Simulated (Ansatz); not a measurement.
Crystal: MgC2.

```
Mg C
1.0
     3.95078    0.00000    0.00000
     0.00000    3.95078    0.00000
     0.00000    0.00000    4.98709
Mg C
2 4
Direct
  0.00000 0.00000 0.50000
  0.50000 0.50000 0.00000
  0.38766 0.61235 0.50000
  0.11235 0.11235 0.00000
  0.61235 0.38766 0.50000
  0.88765 0.88765 0.00000
```

The cell comes from a database or a generator and needn't be the stable form of this composition.

- Program: Ansatz 0.2.0
- Task: relaxation of cell and atoms
- Functional: RPBE
- Potentials or basis: Ansatz PAW
- Cutoff: 420 eV (not typed: the program's choice for these potentials)
- k mesh: 7 × 7 × 6
- Occupations: fermi-dirac, width 0.05 eV
- Spin: no spin polarisation

At the start: volume 12.97 Å³/atom.

Q: Where does the relaxation end?

A: It ends after 7 steps and the volume is 13.38 Å³/atom (+3.1 %); space group P4_2/mnm (No. 136, to 0.05 Å).

Step by step:
```tsv
step	energy change (eV)	largest force (eV/Å)	volume (Å³)
1	0.0000	0.0725	77.84
2	-0.0131	0.0295	79.75
3	-0.0132	0.0036	80.17
4	-0.0132	0.0014	80.20
5	-0.0167	0.0007	80.20
6	-0.0166	0.0000	80.28
7	-0.0167	0.0002	80.28
```

Final structure:
```xyz
6
Lattice="3.9802 0.0000 0.0000 0.0000 3.9802 0.0000 0.0000 0.0000 5.0676" Properties=species:S:1:pos:R:3 pbc="T T T"
Mg    0.0000    0.0000    2.5338
Mg    1.9901    1.9901    0.0000
C     1.5451    2.4350    2.5338
C     0.4450    0.4450    0.0000
C     2.4350    1.5451    2.5338
C     3.5352    3.5352    0.0000
```

Caveat: the plane-wave basis is chosen anew once the cell has moved, so the energies of steps on either side of that aren't comparable; the PAW data sets come from PBE, with cores solved anew for the run's functional, which leaves a small shift of forces and pressure.
